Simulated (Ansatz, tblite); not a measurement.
**Al4Sb4 zinc blende hole disc (Al4Sb4H16): rung by rung**

One table from this session's results is given with a row withheld; the runs are named, their logs left out.

Program: Ansatz 0.2.0, Gaussian basis. Level of theory: as each input shows. These are calculated values, not measurements.

Plan: GFN1-xTB, GFN2-xTB, PBE-D4/def2-TZVP, r2SCAN-D4/def2-TZVP, revPBE-D4/def2-TZVP, r2SCAN0-D4/def2-TZVP, PBE-D4/def2-SVP, PBE0-D4/def2-SVP, MP2/def2-SVP.

5 further runs of the same task are left out: 3 that didn't finish, 2 set aside as unsound or not needed. Runs told in other sessions of the task aren't counted.

**The geometry**

The geometry is that of the singlet, from an earlier relaxation (PBE-D4/def2-SVP).

24 atoms, charge 0, spin multiplicity 1.

Bond lengths: Al1–Sb5 2.730 Å, Al1–Sb7 2.730 Å, Al1–H9 1.601 Å, Al1–H10 1.601 Å, Al2–Sb6 2.730 Å, Al2–Sb8 2.730 Å, Al2–H11 1.601 Å, Al2–H12 1.601 Å, Al3–Sb5 2.730 Å, Al3–Sb6 2.730 Å, Al3–H13 1.601 Å, Al3–H14 1.601 Å, Al4–Sb7 2.730 Å, Al4–Sb8 2.730 Å, Al4–H15 1.601 Å, Al4–H16 1.601 Å, Sb5–H17 1.716 Å, Sb5–H18 1.716 Å and more. Angles: Sb5–Al1–Sb7 98.8°, Sb5–Al1–H9 108.6°, Sb5–Al1–H10 106.3°, Sb7–Al1–H9 108.5°, Sb7–Al1–H10 106.2°, H9–Al1–H10 125.3°, Sb6–Al2–Sb8 98.8°, Sb6–Al2–H11 108.6°, Sb6–Al2–H12 106.3°, Sb8–Al2–H11 108.5°, Sb8–Al2–H12 106.2°, H11–Al2–H12 125.3°, Sb5–Al3–Sb6 98.8°, Sb5–Al3–H13 108.4°, Sb5–Al3–H14 106.2°, Sb6–Al3–H13 108.6°, Sb6–Al3–H14 106.3°, H13–Al3–H14 125.3° and more.

Sb takes a core potential in the def2 sets. No spin-orbit coupling is included.

PBE0-D4/def2-TZVP was run before; its log isn't repeated, and its numbers join the tables.

The first run:

Tight binding, by tblite at 300 K electronic temperature and without a spin-polarisation term:

```python
tblite.interface.Calculator('GFN1-xTB', numbers, positions, charge=0, uhf=0).singlepoint()
```

Tight binding, by tblite at 300 K electronic temperature and without a spin-polarisation term:

```python
tblite.interface.Calculator('GFN2-xTB', numbers, positions, charge=0, uhf=0).singlepoint()
```

start.molden holds the orbitals of an earlier run on this state, given as this run's starting guess.

Input file in.yaml:

```yaml
crystal:
  periodic: [false, false, false]
  atoms:
    - {symbol: Al, position_ang: [-1.822372, 1.811370, -1.706302]}
    - {symbol: Al, position_ang: [1.822383, -1.816310, -1.706219]}
    - {symbol: Al, position_ang: [-1.815967, -1.824280, 1.705807]}
    - {symbol: Al, position_ang: [1.811565, 1.820581, 1.703692]}
    - {symbol: Sb, position_ang: [-2.931125, -0.005767, 0.002684]}
    - {symbol: Sb, position_ang: [0.005213, -2.930454, -0.000640]}
    - {symbol: Sb, position_ang: [-0.006456, 2.930641, -0.003097]}
    - {symbol: Sb, position_ang: [2.929560, 0.006917, -0.003049]}
    - {symbol: H, position_ang: [-2.926168, 2.913333, -2.067897]}
    - {symbol: H, position_ang: [-0.974122, 0.967123, -2.770142]}
    - {symbol: H, position_ang: [2.929636, -2.917103, -2.061699]}
    - {symbol: H, position_ang: [0.978284, -0.974003, -2.774684]}
    - {symbol: H, position_ang: [-2.919507, -2.928904, 2.060498]}
    - {symbol: H, position_ang: [-0.976045, -0.978305, 2.774720]}
    - {symbol: H, position_ang: [0.964455, 0.974695, 2.767234]}
    - {symbol: H, position_ang: [2.910708, 2.927136, 2.065657]}
    - {symbol: H, position_ang: [-4.084198, -0.861826, -0.936783]}
    - {symbol: H, position_ang: [-4.084048, 0.848246, 0.944017]}
    - {symbol: H, position_ang: [-0.847293, -4.084062, -0.942533]}
    - {symbol: H, position_ang: [0.861360, -4.082797, 0.939441]}
    - {symbol: H, position_ang: [0.847267, 4.082880, -0.945380]}
    - {symbol: H, position_ang: [-0.862781, 4.084000, 0.935553]}
    - {symbol: H, position_ang: [4.077918, 0.865991, -0.945217]}
    - {symbol: H, position_ang: [4.086833, -0.843002, 0.936637]}
basis:
  gaussian: {orbitals: def2-TZVP, initial_orbitals: start.molden}
hamiltonian: {xc: pbe, dispersion: d4}
scf: {omitted_lower_state_checks: [starts]}
output: {orbitals: {seedname: orbitals}}
```

Run with:

```sh
$ ansatz run in.yaml --threads 4 --pin off --events-out ev --progress --plain --max-ram 6963MiB
```

Steps of the session up to this table: PBE-D4/def2-TZVP; r2SCAN-D4/def2-TZVP; revPBE-D4/def2-TZVP; r2SCAN0-D4/def2-TZVP; PBE-D4/def2-SVP; PBE0-D4/def2-SVP; MP2/def2-SVP.

One of the session's tables, all rows but one given; the rest of the session is left out.

It belongs to the step «Binding energy». 

| level | binding an atom (eV) |
| --- | --- |
| HF/def2-SVP | 1.662 |
| PBE-D4/def2-SVP | 2.379 |
| PBE-D4/def2-TZVP | ? |
| revPBE-D4/def2-TZVP | 2.338 |
| r2SCAN-D4/def2-TZVP | 2.397 |
| PBE0-D4/def2-SVP | 2.365 |
| PBE0-D4/def2-TZVP | 2.371 |
| r2SCAN0-D4/def2-TZVP | 2.379 |
| MP2/def2-SVP | 2.142 |

Q: Estimate the row for PBE-D4/def2-TZVP from the others.

The run gave: binding an atom (eV): 2.380. In the column «binding an atom (eV)» it lies between r2SCAN0-D4/def2-TZVP (2.379) and r2SCAN-D4/def2-TZVP (2.397).

Caveats from the session: Free atoms were run apart at each level; binding is atoms less cluster, divided by the number of atoms, without zero-point or spin-orbit terms.
